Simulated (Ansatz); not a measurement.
## GeH₆OSSi, SMILES S[SiH2][O][GeH3]: a ladder of methods at one geometry, step by step

Program: the Python package of Ansatz (0.2.0).

Run as a notebook:

In [1]:
```python
import warnings

import ansatz as az
from ase import Atoms
```

In [2]:
```python
BASIS_SET = 'def2-SVP'
```

In [3]:
```python
warnings.simplefilter('ignore', az.DeckWarning)
```

In [4]:
```python
atoms = Atoms(['S', 'Si', 'O', 'Ge', 'H', 'H', 'H', 'H', 'H', 'H'], positions=[
    [-1.9207, 0.9836, -2.0118],
    [-0.4698, 0.6112, -0.5502],
    [-0.4882, -1.0697, -0.2251],
    [0.8991, -1.2901, 1.017],
    [-1.668, 2.3964, -2.0316],
    [-0.7771, 1.3888, 0.6715],
    [0.8701, 1.035, -1.0707],
    [0.9482, -2.7862, 1.3849],
    [0.4908, -0.4728, 2.3408],
    [2.1987, -0.8474, 0.4782],
])
geh6ossi = az.Crystal.molecule_from_ase(atoms)
```

In [5]:
```python
calc = geh6ossi.calculation().basis(gaussian=BASIS_SET)
```

In [6]:
```python
methods = ['mp2', 'ccsd', 'ccsd_t']
reports = [calc.correlation(m).run(threads=1).report for m in methods]
print(f'Hartree-Fock reference {reports[0]["reference_energy_ev"] / 27.211386246:.6f} Ha')
best = reports[-1]['free_energy_ev'] - reports[-1]['reference_energy_ev']
for method, each in zip(methods, reports):
    gained = each['free_energy_ev'] - each['reference_energy_ev']
    print(f'{method:8s} total {each["free_energy_ev"] / 27.211386246:.6f} Ha  correlation {gained:9.4f} eV  ({100 * gained / best:.1f} % of the last)')
```
```text
Hartree-Fock reference -2839.697816 Ha
mp2      total -2840.355386 Ha  correlation  -17.8934 eV  (91.4 % of the last)
ccsd     total -2840.398006 Ha  correlation  -19.0531 eV  (97.3 % of the last)
ccsd_t   total -2840.417264 Ha  correlation  -19.5772 eV  (100.0 % of the last)
```

Notes:
- Total energies depend on the basis set; only differences at equal settings carry meaning.
- The geometry is a force-field or estimated start, not a minimum of this method, and the basis set is short of its limit. A lower total doesn't mark the better method: functionals have no common bound, and MP2 and coupled cluster aren't variational.
- Inner cores stay frozen; a filled d shell under the valence of the heavier atoms is correlated with it.
- Run time: 47 s on 1 thread of Arm Neoverse V1 (shared host), peak memory 0.56 GiB.

(Lines on the test bed's own set-up are left out of the output.)
